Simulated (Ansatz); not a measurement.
A nudged elastic band was laid between two geometries of a periodic cell of 17 atoms, Nb16H (host Nb, host structure bcc, interstitial H).

All numbers below come from DFT PBE-D3(BJ), scalar-relativistic, plane waves, PAW in Ansatz. Settings: cutoff 420 eV, k mesh 3x3x3, gaussian smearing 0.05 eV, no spin polarisation.

| Item | Value |
| --- | --- |
| movable images | 5 |
| climbing image | yes |
| spring | 1.0 eV/Å² |
| optimiser | quadratic models (default) |
| start path | straight line |
| force threshold | 0.05 eV/Å |
| iteration limit | 31 |
| end points | relaxed |

Initial state:

```xyz
17
Lattice="6.6000 0.0000 0.0000 0.0000 6.6000 0.0000 0.0000 0.0000 6.6000" Properties=species:S:1:pos:R:3
Nb -0.003 -0.002 -0.001
Nb 3.308 -0.003 -0.001
Nb -0.038 3.261 -0.001
Nb 0.002 0.014 3.299
Nb 1.652 1.648 1.654
Nb 3.343 3.261 -0.001
Nb 3.302 0.014 3.299
Nb 4.952 1.632 1.649
Nb 0.003 3.308 3.299
Nb 1.652 4.984 1.689
Nb 1.652 1.648 4.944
Nb 3.302 3.308 3.299
Nb 4.952 4.937 1.649
Nb 4.952 1.632 4.949
Nb 1.652 4.984 4.909
Nb 4.952 4.937 4.949
H 1.653 4.122 -0.001
```

Final state:

```xyz
17
Lattice="6.6000 0.0000 0.0000 0.0000 6.6000 0.0000 0.0000 0.0000 6.6000" Properties=species:S:1:pos:R:3
Nb 0.000 0.005 -0.003
Nb 3.336 0.040 -0.003
Nb 0.000 3.294 -0.003
Nb -0.016 0.000 3.297
Nb 1.660 1.650 1.646
Nb 3.336 3.260 -0.003
Nb 3.288 -0.001 3.297
Nb 4.965 1.650 1.647
Nb -0.016 3.299 3.297
Nb 1.613 4.950 1.687
Nb 1.660 1.650 4.947
Nb 3.288 3.300 3.297
Nb 4.949 4.950 1.653
Nb 4.965 1.650 4.947
Nb 1.612 4.950 4.906
Nb 4.949 4.950 4.941
H 2.474 4.950 -0.004
```

(1) What changes between the two ends?

(2) What energy profile does the band end with?

(3) What is the geometry of the highest image?

The band took 4 iterations and roughly 30 core-minutes.

Results:

(1) The atom that moves furthest is H17, by 1.17 Å; four of its nearest neighbours are Nb6 1.90, Nb3 1.90, Nb15 1.90, Nb10 1.90 Å at the first end and Nb15 1.90, Nb6 1.90, Nb2 1.90, Nb10 1.90 Å at the last.

(2) The run converged. The highest image is number 3 of 0 to 6, 0.194 eV above the ends, which have the same energy within 2 meV. By the program's own check the climbing image is of a kind that is not told: the force calls were inconclusive, a negative curvature could not be distinguished from the path's own, the only one lies far off the path, or fixed occupations may fill a level only in part (lowest curvatures found: -2.67 and 4.43 eV/Å²). Limits of this set-up: coarse k mesh, odd electron count without spin, a small cell, in which the defect meets its images, a typed lattice constant that wasn't relaxed here.

```tsv
image	path coordinate (Å)	energy (eV)	Nb3–H17 (Å)	Nb2–H17 (Å)
0	0.00	0.000	1.90	2.98
1	0.20	0.050	2.02	2.78
2	0.39	0.146	2.19	2.59
3	0.58	0.194	2.39	2.39
4	0.78	0.146	2.59	2.19
5	0.97	0.050	2.78	2.02
6	1.17	0.000	2.98	1.90
```

(3) 
```xyz
17
Lattice="6.6000 0.0000 0.0000 0.0000 6.6000 0.0000 0.0000 0.0000 6.6000" Properties=species:S:1:pos:R:3
Nb -0.005 0.005 -0.002
Nb 3.305 -0.018 -0.002
Nb 0.018 3.295 -0.002
Nb -0.023 0.022 3.298
Nb 1.661 1.651 1.649
Nb 3.359 3.241 -0.002
Nb 3.288 0.003 3.298
Nb 4.967 1.633 1.644
Nb -0.004 3.312 3.298
Nb 1.621 4.979 1.724
Nb 1.661 1.651 4.947
Nb 3.303 3.297 3.298
Nb 4.949 4.939 1.649
Nb 4.967 1.633 4.952
Nb 1.621 4.979 4.872
Nb 4.949 4.939 4.947
H 2.044 4.556 -0.002
```

The run took 8.4 min on 4 threads of Intel(R) Xeon(R) Platinum 8488C (Sapphire Rapids) (shared host), peak memory 2.6 GiB.
